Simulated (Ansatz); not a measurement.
# Cl2H2NSn radical: a ladder of functionals and wavefunction methods

An exercise on one series of results from a longer session: the logs are not shown, and one member is left open.

Computed with Ansatz 0.2.0, Gaussian basis. Level: functionals in def2-TZVPP, the program's frozen cores in correlated methods.

Plan: LDA (SPW92), PBE-D4, revPBE-D4, BLYP-D4, r2SCAN-D4, B97M-V, PBE0-D4, B3LYP-D4, r2SCANh-D4, r2SCAN0-D4, HSE06-D4, BHLYP-D4, CAM-B3LYP-D4, LC-ωPBE, ωB97X-V, ωB97M-V, B2PLYP, PBE-QIDH; CCSD(T)/def2-SVP; CCSD(T)/def2-TZVPP; MP2/def2-QZVPP; extrapolation to the limit; RPA on PBE.

## The geometry

All runs share one geometry, relaxed beforehand with PBE0-D4 in a triple-zeta def2 set. Sn takes the def2 core potential; no spin-orbit term is included.

SMILES `[NH2][Sn]([Cl])[Cl]`, 6 atoms, charge 0, spin multiplicity 2.

Atoms are counted from 1 here; the program's logs count them from 0.

Bond lengths: N1–Sn2 2.040 Å, N1–H5 1.015 Å, N1–H6 1.015 Å, Sn2–Cl3 2.345 Å, Sn2–Cl4 2.345 Å. Angles: Sn2–N1–H5 113.5°, Sn2–N1–H6 113.5°, H5–N1–H6 108.4°, N1–Sn2–Cl3 103.7°, N1–Sn2–Cl4 103.7°, Cl3–Sn2–Cl4 108.1°.

Set-up of the first run:

in.yaml

```yaml
crystal:
  periodic: [false, false, false]
  atoms:
    - {symbol: N, position_ang: [-0.050663, 1.066295, -0.246225]}
    - {symbol: Sn, position_ang: [-0.186245, -0.774872, 0.621253]}
    - {symbol: Cl, position_ang: [2.039859, -1.506694, 0.720638]}
    - {symbol: Cl, position_ang: [-1.306696, -2.063458, -0.986582]}
    - {symbol: H, position_ang: [0.498035, 1.728560, 0.292555]}
    - {symbol: H, position_ang: [-0.952292, 1.486269, -0.447840]}
basis:
  gaussian: {orbitals: def2-TZVPP}
magnetization: {spin_polarized: true, initial_magnetization: 1}
hamiltonian: {xc: lda}
output: {orbitals: {seedname: orbitals}}
```

On the command line:

```bash
> ansatz run in.yaml --threads 4 --pin off --events-out ev --progress --plain --max-ram 10444MiB
```

Among the steps run: LDA; PBE-D4 (GGA); revPBE-D4 (GGA); BLYP-D4 (GGA); r2SCAN-D4 (meta-GGA); B97M-V (meta-GGA); B3LYP-D4 (hybrid); r2SCANh-D4 (hybrid); r2SCAN0-D4 (hybrid); HSE06-D4 (hybrid); BHLYP-D4 (hybrid); CAM-B3LYP-D4 (range-separated); LC-ωPBE (range-separated); ωB97X-V (range-separated); ωB97M-V (range-separated); B2PLYP (double hybrid); PBE-QIDH (double hybrid).

One of the session's tables, all rows but one given; the rest of the session is left out.

It belongs to the step «Orbital energies across the functionals». 

| functional | HOMO (eV) | LUMO (eV) | gap (eV) |
| --- | --- | --- | --- |
| LDA (SPW92) | -5.94 | -5.36 | 0.58 |
| PBE-D4 | -5.82 | -5.02 | 0.80 |
| revPBE-D4 | ? | ? | ? |
| BLYP-D4 | -5.66 | -4.97 | 0.69 |
| r2SCAN-D4 | -6.22 | -4.84 | 1.37 |
| B97M-V | -6.03 | -5.02 | 1.01 |
| PBE0-D4 | -6.99 | -4.26 | 2.72 |
| B3LYP-D4 | -6.75 | -4.57 | 2.18 |
| r2SCANh-D4 | -6.64 | -4.55 | 2.10 |
| r2SCAN0-D4 | -7.29 | -4.10 | 3.19 |
| HSE06-D4 | -6.60 | -4.62 | 1.97 |
| BHLYP-D4 | -7.99 | -3.48 | 4.51 |
| CAM-B3LYP-D4 | -8.22 | -3.41 | 4.81 |
| LC-ωPBE | -9.54 | -2.18 | 7.36 |
| ωB97X-V | -9.10 | -2.46 | 6.63 |
| ωB97M-V | -9.00 | -2.52 | 6.47 |

**Question.** Estimate the row for revPBE-D4.

**Answer.** HOMO (eV): -5.77; LUMO (eV): -4.90; gap (eV): 0.87. In the column «HOMO (eV)» it lies between PBE-D4 (-5.82) and BLYP-D4 (-5.66).
